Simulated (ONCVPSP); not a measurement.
# Pseudopotential generation for lithium: ONCV, LDA (Perdew-Wang 92)

Do these settings give a usable potential? It is generated, then checked for transferability, scattering, ghosts and hardness.

Method: ONCVPSP 4.0.1.1 (patched build), LDA (Perdew-Wang 92), scalar-relativistic.

## Step 1: The atom and the settings

The settings as typed:

```
element                 : lithium (Li, Z = 3)
type                    : optimised norm-conserving Vanderbilt (ONCV)
frozen core             : none
valence charge          : 3
reference configuration : 1s2 2s1
partial waves           : 1s+2s: rc 1.10 bohr, ncon 4, nbas 7, qcut 12.2 1/bohr, 2 projectors; p scattering state at 0.22 Ha: rc 0.90 bohr, ncon 4, nbas 8, qcut 8.7 1/bohr, 3 projectors, debl 1.8 Ha; d scattering state at 0.2 Ha: rc 0.95 bohr, ncon 4, nbas 7, qcut 9.2 1/bohr, 2 projectors, debl 1.2 Ha
local potential         : polynomial inside 0.60 bohr (lpopt 5, dvloc0 0 Ha)
core correction         : not asked for
```

## Step 2: Generation

Li.dat

```
# ATOM AND REFERENCE CONFIGURATION
# atsym  z   nc   nv     iexc    psfile
  Li 3.00    0    2  -001012      upf
#
#   n    l    f
    1    0    2.00
    2    0    1.00
#
# PSEUDOPOTENTIAL AND OPTIMIZATION
# lmax
    2
#
#   l,   rc,      ep,       ncon, nbas, qcut
    0    1.10    0.00    4    7   12.20
    1    0.90    0.22    4    8    8.70
    2    0.95    0.20    4    7    9.20
#
# LOCAL POTENTIAL
# lloc, lpopt,  rc(5),   dvloc0
    4    5    0.60    0.00
#
# VANDERBILT-KLEINMAN-BYLANDER PROJECTORs
# l, nproj, debl
    0    2    2.30
    1    3    1.80
    2    2    1.20
#
# MODEL CORE CHARGE
# icmod, fcfact, rcfact
    0    0.00    0.00
#
# LOG DERIVATIVE ANALYSIS
# epsh1, epsh2, depsh
   -3.00    5.00    0.02
#
# OUTPUT GRID
# rlmax, drl
    6.00    0.01
#
# TEST CONFIGURATIONS
# ncnf
    4
# nvcnf
#   n    l    f
    2
    1    0    2.00
    2    0    0.00
#
    2
    1    0    2.00
    2    0    0.50
#
    3
    1    0    2.00
    2    0    0.00
    2    1    1.00
#
    2
    1    0    1.00
    2    0    1.00
#
```

The run is started by

```
$ oncvpsp.x < Li.dat > Li.out
```

Before running it: what results should come out? Wanted: cutoffs for 1 and 0.1 mHa per electron, occupied waves; bound ghosts; GHOST(+) flags; largest test error; largest phase difference near zero energy, channels read.

**Answer**, as computed:

| quantity | value |
| --- | --- |
| cutoffs for 1 and 0.1 mHa per electron, occupied waves | 47 Ha and 56 Ha |
| bound ghosts | p at -1428.93 eV |
| GHOST(+) flags | none at low energy |
| largest test error (AE − PS) | +620 meV, for 1s1 2s1 |
| largest phase difference near zero energy, channels read | 0.000 rad |

**Reading.** It has a bound ghost (p), a state that the atom doesn't have, and that rules the file out. By total energies transferability is poor: the largest error is 620 meV on 67.4 eV, for 1s1 2s1. That test lies far up in energy; among those under 40 eV, nearer to bonding, the largest error is 0.3 meV. The potential is hard: the looser tolerance needs 47 Ha. At the looser tolerance the 1s wave is the slowest; 2s needs 32 Ha. Near zero energy the phases of the channels with partial waves agree within 0.001 rad. These are tests on the free atom; a crystal test is still owed.
